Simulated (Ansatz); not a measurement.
# SrSnP (P4/nmm): SCF with some post-processing, by script

A script is to give an SCF with some post-processing; the system is SrSnP (P4/nmm).

Computed with Ansatz 0.2.0 through its Python package. Level of theory: DFT r2SCAN, plane waves, PAW.

### 1 Starting point

It takes space group P4/nmm (No. 129, tetragonal). The conventional cell has a = 4.381 Å, b = 4.381 Å, c = 8.982 Å, α = 90.00°, β = 90.00°, γ = 90.00°. Around Sr (site symmetry 4mm) lie 5 P at 3.07 to 3.10 Å and 1 Sn at 3.46 Å. Sn (site symmetry 4mm) has 1 P at 2.46 Å as nearest neighbours. P (site symmetry 4mm) has 1 Sn at 2.46 Å and 5 Sr at 3.07 to 3.10 Å as nearest neighbours.

POSCAR, read by the script:

```text
SrSnP
1.0
   4.38118796    0.00000000    0.00000000
   0.00000000    4.38118796    0.00000000
   0.00000000    0.00000000    8.98224380
Sr Sn P
2 2 2
Direct
   0.00000000    0.50000000    0.66746461
   0.50000000    0.00000000    0.33253539
   0.50000000    0.00000000    0.94736924
   0.00000000    0.50000000    0.05263076
   0.00000000    0.50000000    0.32605664
   0.50000000    0.00000000    0.67394336
```

### 2 The script

Contents of run_analyse.py:

```python
# -*- coding: utf-8 -*-
"""One SCF of SrSnP and its post-processing."""

from pathlib import Path
import warnings

import ansatz as az
from ase.io import read
import numpy as np
from pymatgen.core import Structure
from scipy.ndimage import map_coordinates

atoms = read("POSCAR", format="vasp")
cell = az.Crystal.from_ase(atoms)

model = (
    cell.calculation()
    .functional("r2SCAN")
    .kpoints(spacing=0.27)  # sampling of the Brillouin zone
    .occupations("fermi_dirac", width=0.05)
    .bader_charges()  # charges by zero-flux basins
    .band_table()
    .density_of_states(energy_step=0.1, method="smearing", broadening_width=0.2)  # states per eV and cell
    .density()
    .electron_localization_function()  # 1 for a lone pair or bond, 0.5 for a uniform gas
    .output_files(volumetric_format="npy")
    .populations()
)
with warnings.catch_warnings(record=True) as caught:
    warnings.simplefilter("always")
    out = model.run()
print("warnings raised:", sorted(w.category.__name__ for w in caught) or "none")
data = out.report

n_atoms = len(data["lattice"]["sites"])
print("F =", round(data["free_energy_ev"], 4), "eV for", n_atoms, "atoms")
print("E(sigma -> 0) =", round(data["energy_sigma0_ev"], 4), "eV, TS =", round(data["entropy_ts_ev"], 5), "eV")
print("closed by", data["closed_by"], "after", data["n_iterations"], "iterations")

charges = out.bader_charges()
for atom in charges.atoms:
    print(f"Bader charge {atom.symbol:2s} {atom.partial_charge_e:+.3f} e")

table = np.array(data["eigenvalues_ev"]) - data["fermi_energy_ev"]
filling = np.array(data["occupations"])
weights = np.tile(data["kweights"], len(table) // len(data["kweights"]))
print("band   lowest  highest (eV from E_F)  electrons")
for band in range(table.shape[1]):
    if table[:, band].max() > -12:
        print(f"{band + 1:4d} {table[:, band].min():8.3f} {table[:, band].max():8.3f} {weights @ filling[:, band]:18.4f}")
print("electrons counted from the table:", round(float(weights @ filling.sum(axis=1)), 5))

dos = out.density_of_states()
energy = np.asarray(dos.energies_ev) - dos.fermi_ev
states, count = np.asarray(dos.spin_summed_g_bin_mean_per_ev), np.asarray(dos.spin_summed_integrated)
g_fermi = float(np.interp(0.0, energy, states))
print(f"g(E_F) = {g_fermi:.3f} states/eV per cell")
# Sommerfeld coefficient of bare band electrons: pi^2 k_B^2 g / 3
gamma = np.pi ** 2 / 3 * 8.617333e-5 ** 2 * g_fermi * 96485.33e3 / len(out.lattice.sites)
print(f"bare Sommerfeld coefficient {gamma:.2f} mJ/(mol of atoms K^2)")
for low, high in ((-10, -6), (-6, -3), (-3, 0), (0, 3)):
    print(f"states between {low} and {high} eV: {np.interp(high, energy, count) - np.interp(low, energy, count):.3f}")

final = Structure(out.lattice.cell_ang, [s.symbol for s in out.lattice.sites], [s.position_frac for s in out.lattice.sites])
# smooth valence density along the shortest bond of atom 0
rho = out.density()
total = sum(channel.density_e_per_ang3 for channel in rho.channels[:2])
grid_cell = np.asarray(rho.fft_grid_basis) @ out.lattice.cell_ang
partner = min(final.get_neighbors(final[0], 5.0), key=lambda n: n.nn_distance)
line = np.linspace(final[0].coords, partner.coords, 11)
points = (line @ np.linalg.inv(grid_cell)) * rho.dims
values = map_coordinates(total, points.T, order=3, mode="grid-wrap")
print(f"from {final[0].specie} to {partner.specie}, {partner.nn_distance:.3f} A")
for t, value in zip(np.linspace(0, partner.nn_distance, 11), values):
    print(f"{t:7.3f} A  {value:9.4f} e/A^3")

# ELF is 0.5 in a uniform gas and nears 1 where pairs localise
folder = Path(out.write_results("elf"))
elf = np.load(folder / "elf.npy")
peak = np.unravel_index(elf.argmax(), elf.shape)
print(f"largest ELF {elf.max():.3f} at grid fractions", np.round(np.array(peak) / elf.shape, 3))
for level in (0.2, 0.5, 0.7, 0.8, 0.9):
    print(f"share of the cell with ELF over {level}: {np.mean(elf > level):.3f}")

files = Path(out.write_results("tables"))
print((files / "populations.tsv").read_text())
```

### 3 The input behind the calls

The package turns the script's settings into the engine's input:

```yaml
crystal:
  lattice:
    - [4.38118796, 0.0, 0.0]
    - [0.0, 4.38118796, 0.0]
    - [0.0, 0.0, 8.9822438]
  atoms:
    - { symbol: Sr, position: [0.0, 0.5, 0.66746461] }
    - { symbol: Sr, position: [0.5, 0.0, 0.33253539] }
    - { symbol: Sn, position: [0.5, 0.0, 0.94736924] }
    - { symbol: Sn, position: [0.0, 0.5, 0.05263076] }
    - { symbol: P, position: [0.0, 0.5, 0.32605664] }
    - { symbol: P, position: [0.5, 0.0, 0.67394336] }
kpoints:
  mp_grid:
    kspacing: 0.27
hamiltonian:
  xc: r2scan
scf:
  occupations:
    method: fermi_dirac
    width: 0.05
output:
  write_density: true
  volumetric_format: npy
  populations: true
  elf: true
  bader: true
  dos:
    de: 0.1
    method:
      smearing:
        sigma: 0.2
  eigenvalues: true
```

### 4 Running it

On the command line:

```console
> python run_analyse.py
```

Without the output at hand: what should come out? Wanted: free energy; gap on the mesh; Bader charges; highest ELF outside the cores.

The runs gave:

```
                     quantity                                            value
                  free energy              -20711.1138 eV (-3451.8523 eV/atom)
              gap on the mesh                                             none
                Bader charges                    Sr +1.46, Sn +0.07, P -1.53 e
highest ELF outside the cores  0.89, beside P, off the lines to its neighbours
```

The mesh shows no gap. By Bader's charges (1.5 e at most) the bonding is polar. For a metal this k-point mesh is coarse: on a finer one energies can move by several to tens of meV an atom and pressures by half a GPa or more, differences at one mesh by less. The fields are valence quantities on the plane-wave grid; their values near the nuclei depend on the potentials. This cell is a computed structure, which may not be the phase found in nature. Gaps and levels are Kohn-Sham values on a finite set of k-points, without spin-orbit coupling. The computed bands are complete only to about 3.4 eV above the Fermi level; beyond that the density of states is undercounted.
